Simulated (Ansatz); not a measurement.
Write a Python script for Ansatz's Python interface that makes a ladder of methods at one geometry of C2H4BBr, SMILES C=CBBr. Settings (for the species named): MP2, def2-SVP basis, multiplicity 1. The script varies method: mp2, ccsd, ccsd_t.

```xyz
8

C     0.2842    1.0094   -0.7882
C    -0.4358    0.2725    0.0525
B     0.1363   -1.0752    0.5551
Br   -0.7968   -2.1988    1.8440
H    -0.2032    1.9784   -1.1581
H     1.2202    0.7937   -1.1684
H    -1.3872    0.5821    0.4053
H     1.2745   -1.4191    0.2021
```

The script, `c2h4bbr_methods.py`:
```python
import ansatz

geometry_ang = [
    ("C", [0.2842, 1.0094, -0.7882]),
    ("C", [-0.4358, 0.2725, 0.0525]),
    ("B", [0.1363, -1.0752, 0.5551]),
    ("Br", [-0.7968, -2.1988, 1.844]),
    ("H", [-0.2032, 1.9784, -1.1581]),
    ("H", [1.2202, 0.7937, -1.1684]),
    ("H", [-1.3872, 0.5821, 0.4053]),
    ("H", [1.2745, -1.4191, 0.2021]),
]
system = ansatz.Crystal.molecule()
for symbol, xyz in geometry_ang:
    system = system.atom(symbol, xyz)

calculation = system.calculation().basis(gaussian="def2-SVP")

methods = ["mp2", "ccsd", "ccsd_t"]
reports = [calculation.correlation(m).run(threads=1).report for m in methods]
print(f"Hartree-Fock reference {reports[0]['reference_energy_ev'] / 27.211386246:.6f} Ha")
best = reports[-1]["free_energy_ev"] - reports[-1]["reference_energy_ev"]
for method, each in zip(methods, reports):
    gained = each["free_energy_ev"] - each["reference_energy_ev"]
    print(f"{method:8s} total {each['free_energy_ev'] / 27.211386246:.6f} Ha  correlation {gained:9.4f} eV  ({100 * gained / best:.1f} % of the last)")
```

```console
$ python c2h4bbr_methods.py
Hartree-Fock reference -2674.782786 Ha
mp2      total -2675.357175 Ha  correlation  -15.6299 eV  (91.4 % of the last)
ccsd     total -2675.391860 Ha  correlation  -16.5737 eV  (96.9 % of the last)
ccsd_t   total -2675.411142 Ha  correlation  -17.0984 eV  (100.0 % of the last)
```

Total energies depend on the basis set; only differences at equal settings carry meaning. The geometry is a force-field or estimated start, not a minimum of this method, and the basis set is short of its limit. A lower total doesn't mark the better method: functionals have no common bound, and MP2 and coupled cluster aren't variational. Inner cores stay frozen; a filled d shell under the valence of the heavier atoms is correlated with it. It ran for 18 s on 1 thread of Intel(R) Xeon(R) Processor @ 2.30GHz (shared host), peak memory 0.45 GiB.
